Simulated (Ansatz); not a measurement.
**C3H5AlO: how energies converge with the basis set**

The task here is to estimate one member of a computed series from the others.

Computed with Ansatz 0.2.0, Gaussian basis. Level: one geometry, several basis sets.

Plan: PBE0-D4/def2-SVP; ωB97M-V/def2-SVP; PBE0-D4/def2-QZVPP; ωB97M-V/def2-QZVPP; the functionals' def2-TZVPP values are taken from earlier runs.

## The relaxed structure

The geometry comes from an earlier relaxation with PBE0-D4 in a triple-zeta def2 set; it is a stationary point, not always the lowest conformer.

SMILES `C=[C]1[O][Al]1[CH3]`, 10 atoms, charge 0, spin multiplicity 1.

Atoms are counted from 1 here; the program's logs count them from 0.

Bond lengths: C1–C2 1.322 Å, C1–H6 1.086 Å, C1–H7 1.082 Å, C2–O3 1.419 Å, C2–Al4 1.850 Å, O3–Al4 1.729 Å, Al4–C5 1.929 Å, C5–H8 1.092 Å, C5–H9 1.094 Å, C5–H10 1.093 Å. Angles: C2–C1–H6 121.2°, C2–C1–H7 120.1°, H6–C1–H7 118.7°, C1–C2–O3 126.8°, C1–C2–Al4 171.0°, O3–C2–Al4 62.2°, C2–O3–Al4 71.2°, C2–Al4–O3 46.6°, C2–Al4–C5 172.6°, O3–Al4–C5 140.8°, Al4–C5–H8 111.7°, Al4–C5–H9 110.2°, Al4–C5–H10 110.5°, H8–C5–H9 107.9°, H8–C5–H10 108.6°, H9–C5–H10 107.9°.

Set-up of the first run:

Contents of in.yaml:

```yaml
crystal:
  periodic: [false, false, false]
  atoms:
    - {symbol: C, position_ang: [-0.860753, -1.988600, 1.580069]}
    - {symbol: C, position_ang: [-0.315505, -1.082880, 0.786656]}
    - {symbol: O, position_ang: [0.961860, -1.150488, 0.172572]}
    - {symbol: Al, position_ang: [0.203805, 0.334757, -0.283150]}
    - {symbol: C, position_ang: [0.520329, 1.908332, -1.352583]}
    - {symbol: H, position_ang: [-0.335575, -2.905725, 1.831950]}
    - {symbol: H, position_ang: [-1.847650, -1.825306, 1.992110]}
    - {symbol: H, position_ang: [-0.047939, 2.765693, -0.986315]}
    - {symbol: H, position_ang: [0.222539, 1.726354, -2.389000]}
    - {symbol: H, position_ang: [1.581989, 2.166864, -1.349408]}
basis:
  gaussian: {orbitals: def2-SVP}
hamiltonian: {xc: pbe0, dispersion: d4}
output: {orbitals: {seedname: orbitals}}
```

Launch:

```bash
$ ansatz run in.yaml --threads 2 --pin off --events-out ev --progress --plain --max-ram 4352MiB
```

Steps of the session up to this table: PBE0-D4 in def2-SVP; ωB97M-V in def2-SVP; PBE0-D4 in def2-QZVPP; ωB97M-V in def2-QZVPP.

One of the session's tables, all rows but one given; the rest of the session is left out.

| functional | basis | HOMO (eV) |
| --- | --- | --- |
| PBE0-D4 | def2-SVP | -6.04 |
| PBE0-D4 | def2-TZVPP | -6.16 |
| PBE0-D4 | def2-QZVPP | -6.20 |
| ωB97M-V | def2-SVP | ? |
| ωB97M-V | def2-TZVPP | -8.39 |
| ωB97M-V | def2-QZVPP | -8.42 |

**Question.** Estimate the row for ωB97M-V, def2-SVP.

The run gave: HOMO (eV): -8.26. In the column «HOMO (eV)» it lies between ωB97M-V, def2-TZVPP (-8.39) and PBE0-D4, def2-QZVPP (-6.20).
